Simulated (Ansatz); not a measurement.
**CuH₆NSi₂: small, medium and large basis sets**

One table from this session's results is given with a row withheld; the runs are named, their logs left out.

The runs use Ansatz 0.2.0, Gaussian basis; one geometry, several basis sets.

Plan: PBE0-D4/def2-SVP; ωB97M-V/def2-SVP; PBE0-D4/def2-QZVPP; ωB97M-V/def2-QZVPP; the functionals' def2-TZVPP values are taken from earlier runs.

## Structure used throughout

The geometry comes from an earlier relaxation with PBE0-D4 in a triple-zeta def2 set; it is a stationary point, not always the lowest conformer.

SMILES `[SiH3][N]([SiH3])[Cu]`, 10 atoms, charge 0, spin multiplicity 1.

Atoms are counted from 1 here; the program's logs count them from 0.

Bond lengths: Si1–N2 1.710 Å, Si1–H5 1.493 Å, Si1–H6 1.492 Å, Si1–H7 1.495 Å, N2–Si3 1.710 Å, N2–Cu4 1.833 Å, Si3–H8 1.493 Å, Si3–H9 1.495 Å, Si3–H10 1.492 Å. Angles: N2–Si1–H5 111.1°, N2–Si1–H6 110.0°, N2–Si1–H7 114.0°, H5–Si1–H6 108.4°, H5–Si1–H7 105.8°, H6–Si1–H7 107.2°, Si1–N2–Si3 127.1°, Si1–N2–Cu4 116.0°, Si3–N2–Cu4 116.0°, N2–Si3–H8 111.1°, N2–Si3–H9 114.0°, N2–Si3–H10 110.0°, H8–Si3–H9 105.8°, H8–Si3–H10 108.4°, H9–Si3–H10 107.2°.

Set-up of the first run:

The input, in.yaml:

```yaml
crystal:
  periodic: [false, false, false]
  atoms:
    - {symbol: Si, position_ang: [-0.280175, 1.309821, -0.751951]}
    - {symbol: N, position_ang: [-0.208553, -0.361170, -0.397954]}
    - {symbol: Si, position_ang: [0.370112, -1.087607, 1.037347]}
    - {symbol: Cu, position_ang: [-0.501521, -1.494037, -1.809403]}
    - {symbol: H, position_ang: [-1.476340, 1.632719, -1.585806]}
    - {symbol: H, position_ang: [-0.361555, 2.097424, 0.512978]}
    - {symbol: H, position_ang: [0.898429, 1.820830, -1.517289]}
    - {symbol: H, position_ang: [-0.403699, -2.321984, 1.365859]}
    - {symbol: H, position_ang: [1.802367, -1.511976, 0.969993]}
    - {symbol: H, position_ang: [0.244135, -0.135121, 2.179228]}
basis:
  gaussian: {orbitals: def2-SVP}
hamiltonian: {xc: pbe0, dispersion: d4}
output: {orbitals: {seedname: orbitals}}
```

Launch:

```bash
ansatz run in.yaml --threads 4 --pin off --events-out ev --progress --plain --max-ram 10444MiB
```

Among the steps run: PBE0-D4 in def2-SVP; ωB97M-V in def2-SVP; PBE0-D4 in def2-QZVPP; ωB97M-V in def2-QZVPP.

One of the session's tables, all rows but one given; the rest of the session is left out.

It belongs to the step «Density functionals: the series». 

| functional | basis | HOMO (eV) | LUMO (eV) |
| --- | --- | --- | --- |
| PBE0-D4 | def2-SVP | -6.30 | -2.55 |
| PBE0-D4 | def2-TZVPP | -6.58 | -2.84 |
| PBE0-D4 | def2-QZVPP | -6.60 | -2.83 |
| ωB97M-V | def2-SVP | -8.52 | -0.99 |
| ωB97M-V | def2-TZVPP | -8.83 | -1.27 |
| ωB97M-V | def2-QZVPP | ? | ? |

Q: Estimate the row for ωB97M-V, def2-QZVPP from the others.

As computed: HOMO (eV): -8.84; LUMO (eV): -1.31. In the column «HOMO (eV)» it is the lowest.
